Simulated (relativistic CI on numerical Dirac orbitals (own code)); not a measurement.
# Hf XXXIX (Hf³⁸⁺): levels and lines

What are the lowest levels and the strongest lines of Hf³⁸⁺? One CI run answers it; further runs change one setting each.

Program: relativistic CI on numerical Dirac orbitals (own code) version 4. Level of theory: Dirac-Coulomb-Breit CI, KLI orbitals optimised for each configuration, model QED (radiative potential, 1s self-energy scaled to tabulated hydrogen-like ionisation energies). These are calculated values, not measurements, unless marked.

## Step 1: Starting point

- ion: Hf³⁸⁺ (Hf XXXIX)
- nuclear charge: 72
- electrons: 34
- isotope: A = 180
- first configuration typed: [Ar] 3d10 4s2 4p4

Outer shells as boxes (Hund's rule):

first configuration typed
```
[Ar] core
3d [↑↓][↑↓][↑↓][↑↓][↑↓]
4s [↑↓]
4p [↑↓][↑ ][↑ ]
```

## Step 2: The main run

Input settings:

```ini
atom Hf  Z=72  charge=38  electrons=34
nucleus A=180  rms_radius_fm=5.3470
hamiltonian dirac-coulomb  breit=on  qed=on  c_scale=1
orbitals kli  potential=per-configuration
slater_scale 1
correlation none
mixing on
configurations
  [Ar] 3d10 4s2 4p4
  [Ar] 3d10 4s 4p5
  [Ar] 3d10 4s2 4p3 4d
  [Ar] 3d10 4p6
  [Ar] 3d10 4s 4p4 4d
  [Ar] 3d10 4s2 4p3 4f
  [Ar] 3d10 4s 4p4 4f
  [Ar] 3d10 4p5 4d
  [Ar] 3d10 4s 4p3 4d2
  [Ar] 3d10 4s2 4p2 4d 4f
  [Ar] 3d10 4p5 4f
  [Ar] 3d10 4p4 4d2
  [Ar] 3d10 4p3 4d3
  [Ar] 3d10 4p3 4d2 4f
end
```

The run is started by

```bash
python run_levels.py task.json out
```

One command runs all members of the session, one after another, from task.json.

## Step 3: Correlation estimate p86

The settings differ from step 2 so:

```diff
@@ -5,3 +5,3 @@
 slater_scale 1
-correlation none
+correlation p86
 mixing on
```

## Step 4: Without the Breit term

The settings differ from step 3 so:

```diff
@@ -2,6 +2,6 @@
 nucleus A=180  rms_radius_fm=5.3470
-hamiltonian dirac-coulomb  breit=on  qed=on  c_scale=1
+hamiltonian dirac-coulomb  breit=off  qed=on  c_scale=1
 orbitals kli  potential=per-configuration
 slater_scale 1
-correlation p86
+correlation none
 mixing on
```

## Step 5: Without QED terms

The settings differ from step 4 so:

```diff
@@ -2,3 +2,3 @@
 nucleus A=180  rms_radius_fm=5.3470
-hamiltonian dirac-coulomb  breit=off  qed=on  c_scale=1
+hamiltonian dirac-coulomb  breit=on  qed=off  c_scale=1
 orbitals kli  potential=per-configuration
```

(Steps that only read results are left out.)

Q: Predict the outcome of this session. Wanted: lowest level; first excitation; lowest level of the other parity; fastest E1 line; ionisation energy.

The runs gave:

| run | time | mean size of shift, levels followed (cm⁻¹) | lowest level | ionisation energy (eV) |
| --- | --- | --- | --- | --- |
| main run | 1.7 s | 0 | 4p4 [4p3/2^2] J=2 | 1775.4 |
| correlation estimate p86 | 1.7 s | 929 | 4p4 [4p3/2^2] J=2 | 1777.2 |
| without the Breit term | 1.4 s | 5639 | 4p4 [4p3/2^2] J=2 | 1776.9 |
| without QED terms | 1.4 s | 1524 | 4p4 [4p3/2^2] J=2 | 1775.5 |

The tabulated theoretical ionisation energy (NIST) is 1776 eV.

| quantity | value |
| --- | --- |
| lowest level | 4p4 [4p3/2^2] J=2 |
| first excitation | 4p4 [4p3/2^2] J=0, 78874 cm⁻¹ |
| lowest level of the other parity | 4p3 4d [4p3/2 4d3/2] J=2°, 144.32 eV |
| levels in the model | 2773 |
| fastest E1 line (by rate) to the lowest level among the lowest 200 of 2773 levels | 5.095 nm, from 4p3 4d [4p1/2 4p3/2^2 4d3/2] J=3° (ii) |
| ionisation energy | 1775.4 eV |
| ionisation energy, tabulated theoretical (NIST) | 1776 eV |

**Reading.** The lowest level is 4p4 [4p3/2^2] J=2, 70 % pure in LS and 99 % in jj coupling; over the low levels the means are 50 and 92 %, so jj coupling describes them better. The ionisation energy agrees with the tabulated theoretical value within its uncertainty of 4 eV. The largest mover is «without the Breit term» (5639 cm⁻¹ on average). Lifetimes count radiative decay inside the model alone.
